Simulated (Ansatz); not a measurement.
# CH4ClMoNO2: how energies converge with the basis set

The task here is to estimate one member of a computed series from the others.

Method: one geometry, several basis sets; program: Ansatz 0.2.0, Gaussian basis.

Levels to be run: PBE0-D4/def2-SVP; ωB97M-V/def2-SVP; PBE0-D4/def2-QZVPP; ωB97M-V/def2-QZVPP; the functionals' def2-TZVPP values are taken from earlier runs.

## Structure used throughout

All runs share one geometry, relaxed beforehand with PBE0-D4 in a triple-zeta def2 set. Mo takes the def2 core potential; no spin-orbit term is included.

SMILES `C[N]=[Mo](=[O])([OH])[Cl]`, 10 atoms, charge 0, spin multiplicity 1.

Atoms are counted from 1 here; the program's logs count them from 0.

Bond lengths: C1–N2 1.418 Å, C1–H7 1.096 Å, C1–H8 1.095 Å, C1–H9 1.095 Å, N2–Mo3 1.716 Å, Mo3–O4 1.675 Å, Mo3–O5 1.885 Å, Mo3–Cl6 2.277 Å, O5–H10 0.962 Å. Angles: N2–C1–H7 111.5°, N2–C1–H8 109.8°, N2–C1–H9 109.6°, H7–C1–H8 109.1°, H7–C1–H9 108.9°, H8–C1–H9 108.0°, C1–N2–Mo3 151.3°, N2–Mo3–O4 107.8°, N2–Mo3–O5 105.9°, N2–Mo3–Cl6 107.9°, O4–Mo3–O5 111.9°, O4–Mo3–Cl6 109.8°, O5–Mo3–Cl6 113.2°, Mo3–O5–H10 118.6°.

Set-up of the first run:

The input, in.yaml:

```yaml
crystal:
  periodic: [false, false, false]
  atoms:
    - {symbol: C, position_ang: [1.785587, 0.546378, -0.268788]}
    - {symbol: N, position_ang: [0.392634, 0.485600, -0.011064]}
    - {symbol: Mo, position_ang: [-1.119464, -0.322343, -0.093144]}
    - {symbol: O, position_ang: [-0.848314, -1.852049, -0.719190]}
    - {symbol: O, position_ang: [-1.766301, -0.389708, 1.676352]}
    - {symbol: Cl, position_ang: [-2.468731, 0.858551, -1.495895]}
    - {symbol: H, position_ang: [2.154872, -0.390172, -0.701504]}
    - {symbol: H, position_ang: [2.325753, 0.747997, 0.661632]}
    - {symbol: H, position_ang: [1.995397, 1.364831, -0.964983]}
    - {symbol: H, position_ang: [-2.368233, -1.100284, 1.919486]}
basis:
  gaussian: {orbitals: def2-SVP}
hamiltonian: {xc: pbe0, dispersion: d4}
output: {orbitals: {seedname: orbitals}}
```

Run with:

```bash
ansatz run in.yaml --threads 8 --pin off --events-out ev --progress --plain --max-ram 18278MiB
```

Among the steps run: PBE0-D4 in def2-SVP; ωB97M-V in def2-SVP; PBE0-D4 in def2-QZVPP; ωB97M-V in def2-QZVPP.

One table of the session follows, with a row left open; its other results are not shown here.

It belongs to the step «Functionals by basis». 

```
functional       basis  HOMO (eV)  LUMO (eV)
   PBE0-D4    def2-SVP      -7.93      -2.09
   PBE0-D4  def2-TZVPP          ?          ?
   PBE0-D4  def2-QZVPP      -7.98      -2.19
   ωB97M-V    def2-SVP     -10.15       0.01
   ωB97M-V  def2-TZVPP     -10.20      -0.09
   ωB97M-V  def2-QZVPP     -10.22      -0.14
```

**Question.** Estimate the row for PBE0-D4, def2-TZVPP.

**Answer.** HOMO (eV): -7.96; LUMO (eV): -2.16. In the column «HOMO (eV)» it lies between PBE0-D4, def2-QZVPP (-7.98) and PBE0-D4, def2-SVP (-7.93).
